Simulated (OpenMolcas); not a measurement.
**Ti²⁺ among point charges: CASSCF levels and susceptibility**

How does a field of 6 point charges split the states of Ti²⁺, and what χT follows?

The numbers are computed with OpenMolcas 26.06 (state-averaged CASSCF, spin-orbit coupling by RASSI with atomic mean-field integrals), except any that are marked as measured or tabulated.

1 further run of the same task is left out (it didn't finish).

### 1 The system

| Property | Result |
| --- | --- |
| Species | Ti²⁺ (titanium, Z = 22, 20 electrons) |
| Basis | ANO-RCC-VDZP [5s4p2d1f], 34 functions |
| Scalar Hamiltonian | DKH2, point nucleus |
| Inactive shells | 1s 2s 2p 3s 3p |
| Active space | 2 electrons in 5 orbitals (3d) |
| Some configurations of this space | 3d² |
| Orbitals | optimised for each spin and parity, averaged over all roots |

The outer shells:

3d2
```
3d [↑ ][↑ ][  ][  ][  ]
```

The ion sits among 6 point charges of -1.5 e arranged as a trigonal prism (D3h), 1.97 Å from the ion, with a polar angle of 54.0° against the regular 49.1°. The active orbitals were held to one l.

Each step is its own input file, run in one work folder so that later steps find the files of earlier ones. Labels, J, g values, rates, χT and fits are worked out afterwards by a script from the matrices that RASSI stores.

### 2 One- and two-electron integrals

a.inp reads:

```
&GATEWAY
Coord
1

Ti 0.0 0.0 0.0
Basis=ANO-RCC-VDZP
Group=NoSym
NoMove
AngMom=0.0 0.0 0.0
AMFI
XField
6 Angstrom 0
1.593966 0.000000 1.157659 -1.500000
-0.796983 1.380415 1.157659 -1.500000
-0.796983 -1.380415 1.157659 -1.500000
1.593966 0.000000 -1.157659 -1.500000
-0.796983 1.380415 -1.157659 -1.500000
-0.796983 -1.380415 -1.157659 -1.500000
&SEWARD
```

Launch:

```console
OMP_NUM_THREADS=1 MOLCAS_MEM=1689 MOLCAS_PROJECT=a pymolcas a.inp > a.log
```

### 3 CASSCF: triplets, 10 roots

a.inp reads:

```
&RASSCF
FileOrb=start.orb
Symmetry=1
Spin=3
nActEl=2 0 0
Inactive=9
Ras2=5
CIRoot=10 10 1
SDav=10
CIMx=300
Iter=120 100
PrWF=0.3
OrbListing=Nothing
MaxOrb=0
SupSym
1
10 10 11 12 13 14 23 24 25 26 27
>>> COPY $Project.JobIph JOB001
```

start.orb holds the contracted functions of the basis, ordered by shell, or the orbitals of the step before.

### 4 CASSCF: singlets, 15 roots

a.inp reads:

```
&RASSCF
FileOrb=start.orb
Symmetry=1
Spin=1
nActEl=2 0 0
Inactive=9
Ras2=5
CIRoot=15 15 1
SDav=15
CIMx=300
Iter=120 100
PrWF=0.3
OrbListing=Nothing
MaxOrb=0
SupSym
1
10 10 11 12 13 14 23 24 25 26 27
>>> COPY $Project.JobIph JOB002
```

### 5 State interaction with spin-orbit coupling

a.inp reads:

```
&RASSI
NrOfJobIphs=2 10 15
1 2 3 4 5 6 7 8 9 10
1 2 3 4 5 6 7 8 9 10 11 12 13 14 15
IphNames
JOB001
JOB002
EJob
SpinOrbit
DIPRint=1.0
SOCoupling=1000.0
Subsets=2
Property=9
'ANGMOM' 1 'ANGMOM' 2 'ANGMOM' 3 'MLTPL  1' 1 'MLTPL  1' 2 'MLTPL  1' 3
'AMFI' 1 'AMFI' 2 'AMFI' 3
SOProperty=3
'ANGMOM' 1 'ANGMOM' 2 'ANGMOM' 3
```

What does the calculation give? Wanted: spin-free ground state; first state of the same spin within the active space; lowest level; next level.

The runs gave:

```
                                            quantity                           value
                                              method                          CASSCF
                              spin-free ground state  3E, 2-fold in its orbital part
first state of the same spin within the active space                 3E at 5710 cm⁻¹
                                        lowest level  2-fold E, g = 0.00, 0.00, 0.00
                                          next level                      116.4 cm⁻¹
                                         χT at 300 K                  1.14 cm³ K/mol
                           effective moment at 300 K                         3.02 μB
```

The spin-free ground state (3E) comes to 100 % from free-ion F terms and keeps the highest spin of the shell. χT at 300 K is 1.14, against 1.00 cm³ K/mol for the spin alone, so orbital moment adds to it. The field of point charges can differ much from that of real complexes. This is an electrostatic model: the charges have no orbitals.
